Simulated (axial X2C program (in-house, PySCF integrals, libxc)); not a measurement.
# Linear HWH⁺ at several levels

How do method and spin–orbit coupling move the bonds and stretches of HWH⁺, held linear?

Method: all-electron X2C, two-component (2c) or spin-free, H dyall-v3z, W dyall-v3z; program: an in-house X2C program for linear molecules on PySCF integrals.

All values are calculated.

2 further runs of the same task are left out: 2 set aside as unsound or not needed.

## Step 1: Set-up

File task.json:

```json
{"zs": [1, 74, 1], "q": 1, "bas": ["dyall-v3z", "dyall-v3z", "dyall-v3z"], "r0": [1.69, 1.69], "symm": 1, "scan": ["PBE0", "HF", "PBE"], "levels": ["PBE0", "HF", "PBE"], "nst": 2}
```

Keys: zs atomic numbers; q charge; bas basis sets; r0 starting distance in Å; symm equal bonds; scan levels of the two-bond scan; levels methods; nst determinants followed.

On the command line:

```bash
$ python solin.py task.json out
```

Masses H 1.008, W 183.951, H 1.008 u.

## Step 2: Scan at PBE0, 2c

State: Ω = 1/2 (beyond evenly filled blocks: ω = 1/2). Energies above the lowest point, from the job's result record:

```tsv
r(H–W) (Å)	r(W–H) (Å)	E (meV)
1.7540	1.7540	20.63
1.7540	1.7990	7.06
1.7540	1.8440	7.12
1.7990	1.7540	7.06
1.7990	1.7990	0.00
1.7990	1.8440	6.68
1.7990	1.8889	23.26
1.8440	1.7540	7.12
1.8440	1.7990	6.68
1.8440	1.8440	20.15
1.8889	1.7990	23.26
1.8889	1.8889	74.14
```

A quadratic surface with cubic terms in each bond gives the minimum at 1.798 and 1.798 Å, force constants 1.1, 1.1 and coupling 0.54 mdyn/Å.

## Step 3: Scan at PBE, 2c

State: Ω = 1/2 (beyond evenly filled blocks: ω = 1/2). Energies above the lowest point, from the job's result record:

```tsv
r(H–W) (Å)	r(W–H) (Å)	E (meV)
1.7540	1.7540	30.95
1.7540	1.7990	12.98
1.7540	1.8440	10.38
1.7990	1.7540	12.98
1.7990	1.7990	0.00
1.7990	1.8440	2.43
1.7990	1.8889	16.70
1.8440	1.7540	10.38
1.8440	1.7990	2.43
1.8440	1.8440	9.96
1.8889	1.7990	16.70
1.8889	1.8889	53.88
```

A quadratic surface with cubic terms in each bond gives the minimum at 1.809 and 1.809 Å, force constants 1.16, 1.16 and coupling 0.40 mdyn/Å.

## Step 4: Scan at PBE0, spin-free

State: M_S = 5/2, Λ = 2 (beyond evenly filled blocks: 2 × σα, π+α, π-α, δ+α). Energies above the lowest point, from the job's result record:

```tsv
r(H–W) (Å)	r(W–H) (Å)	E (meV)
1.7540	1.7540	19.80
1.7540	1.7990	6.61
1.7540	1.8440	7.10
1.7990	1.7540	6.61
1.7990	1.7990	0.00
1.7990	1.8440	7.17
1.7990	1.8889	24.27
1.8440	1.7540	7.10
1.8440	1.7990	7.17
1.8440	1.8440	21.19
1.8889	1.7990	24.27
1.8889	1.8889	76.36
```

A quadratic surface with cubic terms in each bond gives the minimum at 1.797 and 1.797 Å, force constants 1.11, 1.11 and coupling 0.54 mdyn/Å.

## Step 5: The levels side by side

| level | r(H–W) (Å) | r(W–H) (Å) | lower stretch (cm⁻¹) | upper stretch (cm⁻¹) |
| --- | --- | --- | --- | --- |
| PBE0, 2c | 1.798 | 1.798 | 983.2 | 1662.5 |
| PBE, 2c | 1.809 | 1.809 | 1133.4 | 1620.6 |
| PBE0, spin-free | 1.797 | 1.797 | 987.6 | 1669.6 |
| PBE, spin-free | 1.809 | 1.809 | 1134.2 | 1627.4 |

Scans not shown above were run alike.

What this shows: Over the levels the H–W bond spans 1.797 to 1.809 Å and the W–H bond 1.797 to 1.809 Å. At PBE0 spin–orbit coupling leaves both bonds unchanged to 0.001 Å. Each state is one determinant, the lowest of a limited PBE0 search; the stretches come from a fit to few points and are good to some per cent at best. The stretches are sorted by size, and where the two bonds are alike the symmetric and antisymmetric modes can swap order between levels. The molecule was held linear; bending was not examined, so a bent shape may lie lower. Note: functional without a current term on a determinant with orbital currents, of the molecule or an atom. Note: several unpaired electrons, one determinant need not be a pure state.
